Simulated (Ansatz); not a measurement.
# CH6SSn, SMILES S[CH2][SnH3]: a rigid torsion scan

With the Ansatz DFT code, driven from Python.

Notebook, run cell by cell (the value of a cell's last expression is shown):

**Cell 1**
```python
from dataclasses import dataclass

import ansatz as az
from ase import Atoms
```

**Cell 2**
```python
@dataclass
class RunConfig:
    basis: str = "def2-SVP"
    xc: str = "hf"
    force_tol: float = 0.02
```

**Cell 3**
```python
opts = RunConfig()
```

**Cell 4**
```python
atoms = Atoms(["S", "C", "Sn", "H", "H", "H", "H", "H", "H"], positions=[
    (-1.8582, -0.0919, -0.7185),
    (-0.232, 0.5978, -0.4945),
    (0.8281, -0.707, 0.7934),
    (-2.1916, 1.0281, -1.5825),
    (-0.2773, 1.6043, -0.0564),
    (0.2898, 0.6758, -1.4742),
    (2.5072, -0.0828, 1.0404),
    (0.9776, -2.2857, 0.0819),
    (0.0449, -0.7849, 2.3932),
])
```

**Cell 5**
```python
# relax first, so that the scan starts from a minimum
first = (
    az.Crystal.molecule_from_ase(atoms).calculation()
    .basis(gaussian=opts.basis)
    .functional(opts.xc)
    .relax(force_tolerance=opts.force_tol, max_steps=80)
)
atoms.positions = first.run().report["positions_ang"]
```

**Cell 6**
```python
start = atoms.get_dihedral(0, 1, 2, 6)
energies = {}
for turn in range(0, 121, 15):
    turned = atoms.copy()
    turned.set_dihedral(0, 1, 2, 6, start + turn, indices=[2, 6, 7, 8])
    job = az.Crystal.molecule_from_ase(turned).calculation()
    job = job.basis(gaussian=opts.basis)
    job = job.functional(opts.xc)
    energies[round((start + turn) % 360)] = job.run().report["free_energy_ev"]
floor = min(energies.values())
print("dihedral S0-C1-Sn2-H6 (deg)   E - E(min) (kJ/mol)")
for angle, e in sorted(energies.items()):
    print(f"{angle:8d} {96.485332 * (e - floor):14.3f}  " + "#" * int(30 * (e - floor) / max(max(energies.values()) - floor, 1e-9)))
```
Output:
```text
dihedral S0-C1-Sn2-H6 (deg)   E - E(min) (kJ/mol)
     180          0.000
     195          0.278  ###
     210          0.981  #############
     225          1.730  ########################
     240          2.108  ##############################
     255          1.923  ###########################
     270          1.341  ###################
     285          0.761  ##########
     300          0.548  #######
```

The scan is rigid and the energies are electronic, in a modest basis. With rigid groups the curve can differ much from the relaxed path, the start wasn't checked as a minimum of this torsion, and equivalent turns needn't return to the same energy. def2 sets replace the cores of elements past krypton by effective core potentials. Run time: 29 s on 1 thread of Arm Neoverse V1, on a shared host, peak memory 0.25 GiB.

(Lines on the test bed's own set-up are left out of the output.)
